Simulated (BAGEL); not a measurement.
**SiSe (SMILES [Si][Se]), step by step**

Wanted: energy and gradient (RI-MP2/x2c-SV(P)all), then energy and gradient (RI-MP2/x2c-SVPall), then energy and forces (RI-MP2/x2c-TZVPall), then energy and forces (RI-MP2/x2c-QZVPall) of SiSe. 

The results are computed with BAGEL 1.2.2.

1 further run of the same task is left out (set aside as unsound or not needed).

### Step 1. The system as given

The species is SiSe (2 atoms), meant as a singlet with charge 0. SMILES: `[Si][Se]`. Geometry: a GFN2-xTB relaxation, a rough one for these elements and not checked as a minimum.

Bond lengths: Si1–Se2 2.125 Å.

### Step 2. Energy and forces at RI-MP2/x2c-SV(P)all (DKH2, density fitting with tzvpp-jkfit, property dipole) (run 1)

mp2.json reads:

```json
{ "bagel": [

{
  "title": "molecule",
  "basis": "x2c-sv_p_all.json",
  "df_basis": "tzvpp-jkfit",
  "angstrom": true,
  "dkh": true,
  "geometry": [
    { "atom": "Si", "xyz": [       0.000000,       0.000000,       0.000000 ] },
    { "atom": "Se", "xyz": [       0.000000,       0.000000,       2.124530 ] }
  ]
},

{
  "title": "force",
  "method": [
    { "title": "mp2", "ncore": 14 }
  ]
}

]}
```

The basis set x2c-SV(P)all is read from a file made from the Basis Set Exchange's data (not shown).

Launch:

```sh
$ BAGEL_NUM_THREADS=1 BAGEL mp2.json > mp2.out
```

Standard output:

```text
* using 1 threads per process

  ===============================================================
  ===============================================================

  *** Geometry ***

  { "atom" : "Si", "xyz" : [      0.000000,      0.000000,      0.000000 ] },
  { "atom" : "Se", "xyz" : [      0.000000,      0.000000,      4.014780 ] },

  Number of auxiliary basis functions:      394

  Since a DF basis is specified, we compute 2- and 3-index integrals:
    o Being stored without compression. Storage requirement is 0.008 GB

  Number of basis functions:       50
  Number of electrons      :       48

    * METHOD: MOLECULE                             0.12

  The gradients will be computed analytically.

  *** RHF ***

  === Nuclear Repulsion ===
   118.5619182967

      * DIIS with orbital gradients will be used.

  === RHF iteration (x2c-sv_p_all.json) ===
      0      -2716.81310555          0.01501203           0.03
      1      -2716.83484627          0.01456373           0.03
      2      -2716.89449543          0.00084171           0.03
      3      -2716.89503578          0.00029387           0.03
      4      -2716.89506924          0.00006168           0.03
      5      -2716.89507160          0.00002489           0.03
      6      -2716.89507226          0.00000639           0.03
      7      -2716.89507230          0.00000100           0.03
      8      -2716.89507230          0.00000028           0.03
      9      -2716.89507230          0.00000006           0.03
     10      -2716.89507230          0.00000002           0.03
     11      -2716.89507230          0.00000000           0.03
    * SCF iteration converged.

    * Permanent dipole moment:
           (   -0.000000,    -0.000000,     0.853285) a.u.

  === DF-MP2 calculation ===

    * freezing 14 orbitals

      MP2 correlation energy:   -0.3143009054

    * Permanent dipole moment: MP2 unrelaxed
           (   -0.000000,    -0.000000,     0.732103) a.u.

  === Z-vector iteration ===

      0     0.00096880605605           0.01
      1     0.00023930421942           0.01
      2     0.00010703529696           0.01
      3     0.00003455563069           0.01
      4     0.00000883574068           0.01
      5     0.00000133497913           0.01
      6     0.00000031854640           0.01
      7     0.00000006411218           0.01
      8     0.00000000646612           0.01

    * Permanent dipole moment: MP2 relaxed
           (   -0.000000,    -0.000000,     0.433024) a.u.

  * Nuclear energy gradient

    o Atom   0
        x         -0.0000000000
        y          0.0000000000
        z         -0.0238433988
    o Atom   1
        x          0.0000000000
        y         -0.0000000000
        z          0.0238434016

    * METHOD: FORCE                                1.45

  ===============================================================
```

Wall time 1.7 s (1 thread of Arm Neoverse V1, shared host); peak memory 0.12 GiB.

### Step 3. Energy and forces at RI-MP2/x2c-SVPall (DKH2, density fitting with tzvpp-jkfit, property dipole) (run 2)

calc.json reads:

```json
{ "bagel" : [

{
  "title" : "molecule",
  "basis" : "x2c-svpall.json",
  "df_basis" : "tzvpp-jkfit",
  "angstrom" : true,
  "dkh" : true,
  "geometry" : [
    { "atom" : "Si", "xyz" : [       0.000000,       0.000000,       0.000000 ] },
    { "atom" : "Se", "xyz" : [       0.000000,       0.000000,       2.124530 ] }
  ]
},

{
  "title" : "force",
  "method" : [
    { "title" : "mp2", "ncore" : 14 }
  ]
}

]}
```

The basis set x2c-SVPall is read from a file made from the Basis Set Exchange's data (not shown).

Launch:

```sh
$ BAGEL_NUM_THREADS=1 BAGEL calc.json > calc.out
```

Standard output:

```text
* using 1 threads per process

  ===============================================================
  ===============================================================

  *** Geometry ***

  { "atom" : "Si", "xyz" : [      0.000000,      0.000000,      0.000000 ] },
  { "atom" : "Se", "xyz" : [      0.000000,      0.000000,      4.014780 ] },

  Number of auxiliary basis functions:      394

  Since a DF basis is specified, we compute 2- and 3-index integrals:
    o Being stored without compression. Storage requirement is 0.008 GB

  Number of basis functions:       50
  Number of electrons      :       48

    * METHOD: MOLECULE                             0.11

  The gradients will be computed analytically.

  *** RHF ***

  === Nuclear Repulsion ===
   118.5619182967

      * DIIS with orbital gradients will be used.

  === RHF iteration (x2c-svpall.json) ===
      0      -2716.81310555          0.01501203           0.03
      1      -2716.83484627          0.01456373           0.03
      2      -2716.89449543          0.00084171           0.03
      3      -2716.89503578          0.00029387           0.03
      4      -2716.89506924          0.00006168           0.03
      5      -2716.89507160          0.00002489           0.03
      6      -2716.89507226          0.00000639           0.03
      7      -2716.89507230          0.00000100           0.03
      8      -2716.89507230          0.00000028           0.03
      9      -2716.89507230          0.00000006           0.03
     10      -2716.89507230          0.00000002           0.03
     11      -2716.89507230          0.00000000           0.03
    * SCF iteration converged.

    * Permanent dipole moment:
           (   -0.000000,    -0.000000,     0.853285) a.u.

  === DF-MP2 calculation ===

    * freezing 14 orbitals

      MP2 correlation energy:   -0.3143009054

    * Permanent dipole moment: MP2 unrelaxed
           (   -0.000000,    -0.000000,     0.732103) a.u.

  === Z-vector iteration ===

      0     0.00096880605605           0.01
      1     0.00023930421942           0.01
      2     0.00010703529696           0.01
      3     0.00003455563069           0.01
      4     0.00000883574068           0.01
      5     0.00000133497913           0.01
      6     0.00000031854640           0.01
      7     0.00000006411218           0.01
      8     0.00000000646612           0.01

    * Permanent dipole moment: MP2 relaxed
           (   -0.000000,    -0.000000,     0.433024) a.u.

  * Nuclear energy gradient

    o Atom   0
        x         -0.0000000000
        y          0.0000000000
        z         -0.0238433988
    o Atom   1
        x          0.0000000000
        y         -0.0000000000
        z          0.0238434016

    * METHOD: FORCE                                1.41

  ===============================================================
```

It took 1.7 s on 1 thread of Arm Neoverse V1, shared host; peak memory 0.12 GiB.

Run 3 isn't shown in full; the table further down has it.

### Step 4. Energy and gradient at RI-MP2/x2c-QZVPall (DKH2, density fitting with qzvpp-jkfit, property dipole) (run 4)

mp2.json reads:

```json
{ "bagel" : [

{
  "title" : "molecule",
  "basis" : "x2c-qzvpall.json",
  "df_basis" : "qzvpp-jkfit",
  "angstrom" : "true",
  "dkh" : "true",
  "geometry" : [
    { "atom" : "Si", "xyz" : [    0.000000,    0.000000,    0.000000 ] },
    { "atom" : "Se", "xyz" : [    0.000000,    0.000000,    2.124530 ] }
  ]
},
{
  "title" : "force",
  "method" : [
    { "title" : "mp2", "ncore" : 14 }
  ]
}

]}
```

The basis set x2c-QZVPall is read from a file made from the Basis Set Exchange's data (not shown).

Launch:

```sh
$ BAGEL_NUM_THREADS=1 BAGEL mp2.json > mp2.out
```

Standard output:

```text
* using 1 threads per process

  ===============================================================
  ===============================================================

  *** Geometry ***

  { "atom" : "Si", "xyz" : [      0.000000,      0.000000,      0.000000 ] },
  { "atom" : "Se", "xyz" : [      0.000000,      0.000000,      4.014780 ] },

  Number of auxiliary basis functions:      394

  Since a DF basis is specified, we compute 2- and 3-index integrals:
    o Being stored without compression. Storage requirement is 0.074 GB

  Number of basis functions:      153
  Number of electrons      :       48

    * METHOD: MOLECULE                             0.36

  The gradients will be computed analytically.

  *** RHF ***

  === Nuclear Repulsion ===
   118.5619182967

      * DIIS with orbital gradients will be used.

  === RHF iteration (x2c-qzvpall.json) ===
      0      -2717.44768911          0.00773099           0.10
      1      -2717.46959219          0.00605305           0.12
      2      -2717.49179779          0.00081001           0.12
      3      -2717.49251101          0.00021746           0.12
      4      -2717.49262707          0.00007478           0.13
      5      -2717.49263878          0.00002791           0.12
      6      -2717.49264093          0.00001545           0.12
      7      -2717.49264152          0.00000647           0.11
      8      -2717.49264159          0.00000346           0.12
      9      -2717.49264160          0.00000048           0.12
     10      -2717.49264160          0.00000015           0.12
     11      -2717.49264160          0.00000007           0.11
     12      -2717.49264160          0.00000003           0.11
     13      -2717.49264160          0.00000001           0.12
     14      -2717.49264160          0.00000001           0.12
    * SCF iteration converged.

    * Permanent dipole moment:
           (   -0.000000,    -0.000000,     0.938417) a.u.

  === DF-MP2 calculation ===

    * freezing 14 orbitals

      MP2 correlation energy:   -0.5002695234

    * Permanent dipole moment: MP2 unrelaxed
           (   -0.000000,    -0.000000,     0.827515) a.u.

  === Z-vector iteration ===

      0     0.00037004352451           0.05
      1     0.00011410347922           0.05
      2     0.00003730720032           0.05
      3     0.00001328901845           0.05
      4     0.00000478578025           0.05
      5     0.00000136871520           0.05
      6     0.00000034243400           0.05
      7     0.00000006991290           0.05
      8     0.00000001742158           0.05
      9     0.00000000366982           0.05

    * Permanent dipole moment: MP2 relaxed
           (   -0.000000,    -0.000000,     0.580585) a.u.

  * Nuclear energy gradient

    o Atom   0
        x          0.0000000000
        y         -0.0000000000
        z         -0.0295604635
    o Atom   1
        x         -0.0000000000
        y          0.0000000000
        z          0.0295604626

    * METHOD: FORCE                                8.62

  ===============================================================
```

It took 9.3 s on 1 thread of Arm Neoverse V1, shared host; peak memory 0.37 GiB.

### Step 5. Overview of the runs

```tsv
run	level	integral approximation	energy (Eh)	dipole moment (D)	correlation energy (mEh)	largest force (eV/Å)	wall time
1	RI-MP2/x2c-SV(P)all (DKH2, density fitting with tzvpp-jkfit, property dipole)	tzvpp-jkfit	-2717.209373	1.10	-314.3	1.226	1.7 s
2	RI-MP2/x2c-SVPall (DKH2, density fitting with tzvpp-jkfit, property dipole)	tzvpp-jkfit	-2717.209373	1.10	-314.3	1.226	1.7 s
3	RI-MP2/x2c-TZVPall (DKH2, density fitting with tzvpp-jkfit, property dipole)	tzvpp-jkfit	-2717.763693	1.42	-363.1	1.382	3.6 s
4	RI-MP2/x2c-QZVPall (DKH2, density fitting with qzvpp-jkfit, property dipole)	qzvpp-jkfit	-2717.992911	1.48	-500.3	1.520	9.3 s
```

### Step 6. Summary of results

| quantity | value |
| --- | --- |
| run 4, RI-MP2/x2c-QZVPall: total energy | -2717.99291 Eh |
| run 4, RI-MP2/x2c-QZVPall: dipole moment (of the density that the program reports) | 1.48 D |
| run 4, RI-MP2/x2c-QZVPall: correlation energy (14 core orbitals frozen) | -500.3 mEh |
| run 4, RI-MP2/x2c-QZVPall: largest force on an atom | 1.520 eV/Å |

What this shows: The dipole moment (its size) runs from 1.10 D (RI-MP2/x2c-SV(P)all) to 1.48 D (RI-MP2/x2c-QZVPall). All runs together took 16 s, the longest 9.3 s.
